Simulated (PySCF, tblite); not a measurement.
# C7H4F3OP: geometry, infrared bands and NMR shifts

Aim: predict the infrared bands and NMR shifts of C7H4F3OP (`FC(F)(F)C1=CP1c1ccco1`).

Programs: tblite 0.8.0 and PySCF 2.14.0, with density-fitted response routines of our own. Each step states its level of theory. These are calculated values for one molecule in the gas phase, unless marked as measured. Atoms count from 0, in the outputs and in this text.

## 1. The molecule as given

16 atoms, charge 0, multiplicity 1; geometry from: force field or distance geometry start.

Bonds of the start (Å): F0–C1 1.36, C1–F2 1.34, C1–F3 1.36, C1–C4 1.45, C4–C5 1.30, C5–P6 1.81, P6–C7 1.83, C7–C8 1.38, C8–C9 1.42, C9–C10 1.37, C10–O11 1.36, P6–C4 1.76, O11–C7 1.36, C5–H12 1.08, C8–H13 1.08, C9–H14 1.08, C10–H15 1.09.

## 2. Optimising the geometry with GFN2-xTB

What the job is given:

```
{"job": {"kind": "relax", "xc": "GFN2-xTB", "basis": "xTB"}, "charge": 0, "multiplicity": 1}
F      3.142100     1.770400     0.431400
C      2.662100     0.776700    -0.368200
F      1.957500     1.355400    -1.344800
F      3.753100     0.218500    -0.957800
C      1.901400    -0.199100     0.393300
C      1.454700    -0.537100     1.567700
P      0.814000    -1.579000     0.235700
C     -0.753400    -0.707300    -0.107900
C     -1.853700    -1.289800    -0.713400
C     -2.848700    -0.273300    -0.798000
C     -2.286600     0.852300    -0.250900
O     -1.023600     0.592700     0.174700
H      1.491300    -0.184200     2.590200
H     -1.941000    -2.310700    -1.055900
H     -3.842000    -0.342900    -1.216800
H     -2.634800     1.866200    -0.077300
```

On the command line:

```
$ OMP_NUM_THREADS=1 python probes_run.py task.json out
```

One launch serves the whole session: the jobs run in the order shown.

**Question.** This job is followed by: GFN2-xTB harmonic vibrations, gas phase; GIAO PBE0/pcSseg-1 NMR shielding, non-relativistic, gas phase. Predict these results of the whole session: strongest single infrared mode (GFN2-xTB); zero-point energy (GFN2-xTB); ¹³C shifts against TMS (PBE0/pcSseg-1); ¹H shifts against TMS (PBE0/pcSseg-1); ¹⁹F shifts against CFCl3 (PBE0/pcSseg-1, means over atoms taken as alike); ³¹P shifts against H3PO4 (PBE0/pcSseg-1); ¹⁷O shifts against H2O (PBE0/pcSseg-1).

**Answer**, as computed:

| quantity | value |
| --- | --- |
| strongest single infrared mode (GFN2-xTB) | 1153 cm⁻¹, 338 km/mol |
| zero-point energy (GFN2-xTB) | 58.1 kcal/mol |
| ¹³C shifts against TMS (PBE0/pcSseg-1) | 161.7, 152.4, 133.0, 132.4, 131.3, 126.4, 118.2 ppm |
| ¹H shifts against TMS (PBE0/pcSseg-1) | 8.42, 7.63, 7.23, 6.63 ppm |
| ¹⁹F shifts against CFCl3 (PBE0/pcSseg-1, means over atoms taken as alike) | -73.1 ppm |
| ³¹P shifts against H3PO4 (PBE0/pcSseg-1) | -213.8 ppm |
| ¹⁷O shifts against H2O (PBE0/pcSseg-1) | 319.7 ppm |

What this shows: The optimisation took 48 steps and gained 0.187 eV; among the close pairs (by a distance rule), C4–P6 changed most, from 1.764 to 1.841 Å. No mode is imaginary among the 42: a minimum at this level. The strongest single mode, at 1153 cm⁻¹, moves mainly C1. GFN2-xTB is a fitted tight-binding method: band positions and strengths are rough. Its intensities can rank the bands wrongly. At PBE0/pcSseg-1: The widest tensor belongs to P6: span 671 ppm, with a paramagnetic part of -431 ppm. NICS(1)zz of -26 ppm above the planar ring from C7 marks a diatropic (aromatic) ring current.
